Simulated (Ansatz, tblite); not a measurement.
# The cluster Si₈P−: rung by rung

An exercise on one series of results from a longer session: the logs are not shown, and one member is left open.

Computed with Ansatz 0.2.0, Gaussian basis. Level: as each input shows.

Levels to be run: GFN1-xTB, GFN2-xTB, PBE-D4/def2-TZVPD, r2SCAN-D4/def2-TZVPD, r2SCAN0-D4/def2-TZVPD, B3LYP-D4/def2-TZVPD, PBE-QIDH/def2-TZVPD, HF/STO-3G, CCSD(T)/def2-SVPD, RPA/def2-SVPD.

1 further run of the same task is left out (set aside as unsound or not needed). Runs told in other sessions of the task aren't counted.

**The relaxed structure**

The singlet was relaxed beforehand with r2SCAN-D4/def2-SVPD. At that level it is the lowest of the isomers that a small search found.

9 atoms, charge -1, spin multiplicity 1.

Bond lengths: P1–Si5 2.351 Å, P1–Si7 2.408 Å, P1–Si8 2.351 Å, P1–Si9 2.408 Å, Si2–Si3 2.534 Å, Si2–Si4 2.342 Å, Si2–Si6 2.342 Å, Si2–Si7 2.577 Å, Si2–Si9 2.577 Å, Si3–Si5 2.526 Å, Si3–Si8 2.525 Å, Si4–Si7 2.557 Å, Si4–Si8 2.408 Å, Si5–Si6 2.408 Å, Si6–Si9 2.557 Å, Si7–Si9 2.537 Å. Angles: Si5–P1–Si7 103.8°, Si5–P1–Si8 70.0°, Si5–P1–Si9 68.5°, Si7–P1–Si8 68.6°, Si7–P1–Si9 63.6°, Si8–P1–Si9 103.8°, Si3–Si2–Si4 66.4°, Si3–Si2–Si6 66.3°, Si3–Si2–Si7 100.1°, Si3–Si2–Si9 100.1°, Si4–Si2–Si6 131.2°, Si4–Si2–Si7 62.4°, Si4–Si2–Si9 115.7°, Si6–Si2–Si7 115.7°, Si6–Si2–Si9 62.4°, Si7–Si2–Si9 59.0°, Si2–Si3–Si5 83.0°, Si2–Si3–Si8 83.0° and more.

The ion is computed in the gas phase, without counter-ions or solvent.

PBE0-D4/def2-TZVPD was run before; its log isn't repeated, and its numbers join the tables.

The first run:

Tight binding, by tblite at 300 K electronic temperature and without a spin-polarisation term:

```python
tblite.interface.Calculator('GFN1-xTB', numbers, positions, charge=-1, uhf=0).singlepoint()
```

Tight binding, by tblite at 300 K electronic temperature and without a spin-polarisation term:

```python
tblite.interface.Calculator('GFN2-xTB', numbers, positions, charge=-1, uhf=0).singlepoint()
```

start.molden holds the orbitals of an earlier run on this state, given as this run's starting guess.

in.yaml reads:

```yaml
crystal:
  periodic: [false, false, false]
  atoms:
    - {symbol: P, position_ang: [-2.793877, 0.670076, 2.265846]}
    - {symbol: Si, position_ang: [0.701203, -0.692708, 2.042783]}
    - {symbol: Si, position_ang: [-0.764532, -2.347371, 0.804003]}
    - {symbol: Si, position_ang: [-0.336903, -2.258250, 3.441038]}
    - {symbol: Si, position_ang: [-2.088359, -0.274174, 0.231164]}
    - {symbol: Si, position_ang: [0.277153, -0.092209, -0.180513]}
    - {symbol: Si, position_ang: [-0.983671, 0.192380, 3.779990]}
    - {symbol: Si, position_ang: [-2.476701, -1.645507, 2.522440]}
    - {symbol: Si, position_ang: [-0.618513, 1.481063, 1.625849]}
basis:
  gaussian: {orbitals: def2-TZVPD, initial_orbitals: start.molden}
total_charge: -1
hamiltonian: {xc: pbe, dispersion: d4}
scf: {omitted_lower_state_checks: [starts]}
output: {forces: true, orbitals: {seedname: orbitals}}
```

On the command line:

```bash
$ ansatz run in.yaml --threads 4 --pin off --events-out ev --progress --plain --max-ram 4787MiB
```

Steps of the session up to this table: PBE-D4/def2-TZVPD; r2SCAN-D4/def2-TZVPD; r2SCAN0-D4/def2-TZVPD; B3LYP-D4/def2-TZVPD; PBE-QIDH/def2-TZVPD; HF/STO-3G; CCSD(T)/def2-SVPD; RPA/def2-SVPD.

One of the session's tables, all rows but one given; the rest of the session is left out.

It belongs to the step «Levels side by side». 

```
                level  LUMO (eV)  gap (eV)
            HF/STO-3G       8.53      7.13
    PBE-D4/def2-TZVPD      -0.25      1.30
 r2SCAN-D4/def2-TZVPD      -0.30      1.42
  B3LYP-D4/def2-TZVPD          ?         ?
   PBE0-D4/def2-TZVPD       0.23      2.53
r2SCAN0-D4/def2-TZVPD       0.19      2.60
```

Estimate the missing values for B3LYP-D4/def2-TZVPD.

The run gave: LUMO (eV): 0.20; gap (eV): 2.27. In the column «LUMO (eV)» it lies between r2SCAN0-D4/def2-TZVPD (0.19) and PBE0-D4/def2-TZVPD (0.23).

Caveats from the session: The anion's highest level is positive in at least one run, so there the basis alone may hold the extra electron.
